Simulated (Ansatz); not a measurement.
# Mo (sc type): how the settings move a single-point run

Aim: see which settings change the result for Mo (sc type), by how much, and at what cost.

Method: reference: DFT, PBEsol, all-electron LAPW, scalar-relativistic, in Ansatz 0.2.0.

2 further runs of the same task are left out: 2 that didn't finish. Runs told in other sessions of the task aren't counted.

### 1 The starting structure

The structure is cubic, space group Pm-3m (No. 221). The conventional cell has a = 1.941 Å, b = 1.941 Å, c = 1.941 Å, α = 90.00°, β = 90.00°, γ = 90.00°. Mo (site symmetry m-3m) is surrounded by 6 Mo at 1.94 Å.

Coordinates:

```
Mo
1.0
     1.94075    0.00000    0.00000
     0.00000    1.94075    0.00000
     0.00000    0.00000    1.94075
Mo
1
Direct
  0.00000 0.00000 0.00000
```

### 2 Baseline

Contents of input.yaml:

```yaml
crystal:
  lattice:
    - [1.9407530043, 0.0, 0.0]
    - [0.0, 1.9407530043, 0.0]
    - [0.0, 0.0, 1.9407530043]
  atoms:
    - { symbol: Mo, position: [0.0, 0.0, 0.0] }
kpoints:
  mp_grid: { grid: [15, 15, 15] }
  band_path:
    path:
      - [0.0, 0.0, 0.0]
      - [0.0, 0.5, 0.0]
      - [0.5, 0.5, 0.0]
      - [0.0, 0.0, 0.0]
      - [0.5, 0.5, 0.5]
      - [0.0, 0.5, 0.0]
      - [0.5, 0.5, 0.5]
      - [0.5, 0.5, 0.0]
    npoints: 8
scf:
  occupations: { method: fermi_dirac, width: 0.1 }
hamiltonian:
  xc: pbesol
  pseudopotentials: { kind: all_electron, lapw: { basis_error: 0.001 } }
output:
  forces: true
  stress: true
  eigenvalues: true
  populations: true
  dos: { projected: true, de: 0.2, e_range: [-14, 8] }
```

Run with:

```sh
ansatz run input.yaml --threads 1 --pin off --max-ram 2048MiB --backend cpu --events-out ev --progress --plain --runs-dir out
```

### 3 Variant: dr2_threshold 1.0e-09

input.yaml, as its differences from that of step 2:

```diff
@@ -22,2 +22,3 @@
   occupations: { method: fermi_dirac, width: 0.1 }
+  convergence: { dr2_threshold: 1.0e-09 }
 hamiltonian:
@@ -30,2 +31 @@
   populations: true
-  dos: { projected: true, de: 0.2, e_range: [-14, 8] }
```

Q: Predict the outcome of this session. Wanted: for each run, ending; energy change; pressure; gap; force.

As calculated:

| run | ending | energy change | pressure (GPa) | gap (eV) | force (eV/Å) | cycles | time |
| --- | --- | --- | --- | --- | --- | --- | --- |
| reference | converged | 0 | 985.0 | 0.00 | 0.00 | 6 | 16 s |
| 1: dr2_threshold 1.0e-09 | converged | 0.0 meV/atom | 985.0 | 0.00 | 0.00 | 6 | 16 s |

Times don't compare one to one where runs were asked for different outputs or read a saved state (see the inputs); cycles may leave out searches for a lower state.

Residual by cycle in the longest SCF loop of each run; runs are numbered as in the table. The quantity is the density residual dr2, in eV.

| cycle | reference | run 1 |
| --- | --- | --- |
| 1 | 0.0255 | 0.0255 |
| 2 | 0.0105 | 0.0105 |
| 3 | 1.3e-4 | 1.3e-4 |
| 4 | 7.0e-6 | 7.0e-6 |
| 5 | 8.3e-8 | 8.3e-8 |
| 6 | 2.1e-10 | 2.1e-10 |

Energy and cycle count are those of the reference, so the change (convergence setting) left the result and the number of cycles as they were. The structure is not at rest: the sound run finds 985 GPa, so these are no properties of the relaxed crystal. 
